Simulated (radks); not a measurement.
**Ionisation energy and size from Ni to Kr**

One table from this session's results is given with a row withheld; the runs are named, their logs left out.

Program: radks (a radial shooting solver on a logarithmic mesh, Libxc functionals) version 1. Level of theory: scalar-relativistic Kohn-Sham, r2SCAN, spin-unpolarised, spherical densities, finite nucleus. These are calculated values, not measurements, unless marked.

## What is computed

| Property | Result |
| --- | --- |
| species | Ni, Cu, Zn, Ga, Ge, As, Se, Br, Kr |
| runs | 18, each species and its next ion |

Set-up of the first run:

The run's settings:

```text
Z 28
configuration [Ar] 3d8 4s2
relativity scalar-relativistic
functional r2scan,r2scan
spin unpolarised
nucleus finite rms 3.7757 fm
c 137.035999084
```

Steps of the session up to this table: Ni, [Ar] 3d8 4s2; Ni⁺, [Ar] 3d9; Cu, [Ar] 3d10 4s1; Cu⁺, [Ar] 3d10; Zn, [Ar] 3d10 4s2; Zn⁺, [Ar] 3d10 4s1; Ga, [Ar] 3d10 4s2 4p1; Ga⁺, [Ar] 3d10 4s2; Ge, [Ar] 3d10 4s2 4p2; Ge⁺, [Ar] 3d10 4s2 4p1; As, [Ar] 3d10 4s2 4p3; As⁺, [Ar] 3d10 4s2 4p2; Se, [Ar] 3d10 4s2 4p4; Se⁺, [Ar] 3d10 4s2 4p3; Br, [Ar] 3d10 4s2 4p5; Br⁺, [Ar] 3d10 4s2 4p4; Kr, [Kr]; Kr⁺, [Ar] 3d10 4s2 4p5.

One of the session's tables, all rows but one given; the rest of the session is left out.

| species | Δ-SCF (eV) | −ε(HOMO) (eV) | its <r> (bohr) |
| --- | --- | --- | --- |
| Ni | 5.976 | 5.873 | 2.80 |
| Cu | ? | ? | ? |
| Zn | 9.991 | 6.220 | 2.65 |
| Ga | 5.559 | 2.535 | 3.33 |
| Ge | 7.483 | 3.957 | 2.85 |
| As | 9.291 | 5.345 | 2.53 |
| Se | 11.082 | 6.747 | 2.28 |
| Br | 12.882 | 8.179 | 2.09 |
| Kr | 14.706 | 9.651 | 1.93 |

Estimate the missing values for Cu.

**Answer.** Δ-SCF (eV): 7.810; −ε(HOMO) (eV): 4.523; its <r> (bohr): 2.95. In the column «Δ-SCF (eV)» it lies between Ge (7.483) and As (9.291).

What this shows: Reference values: NIST Atomic Spectra Database, measured. By these runs, which need not match the measured order, Kr holds its electron most tightly (14.706 eV) and Ga least (5.559 eV); the widest outer orbital is the 4p of Ga. Against the measured or semi-empirical entries the Δ-SCF values err by -0.5 % on average (signed), at worst -21.8 % (Ni). Spin polarisation and multiplet splitting are left out, so open shells lie too high by an amount that depends on their filling.

**Measured values.**

NIST Atomic Spectra Database reports: ionisation energy of Ni 7.63988 eV; ionisation energy of Cu 7.72638 eV; ionisation energy of Zn 9.3942 eV; ionisation energy of Ga 5.9993 eV; ionisation energy of Ge 7.89944 eV; ionisation energy of As 9.78855 eV; ionisation energy of Se 9.75237 eV; ionisation energy of Br 11.8138 eV.
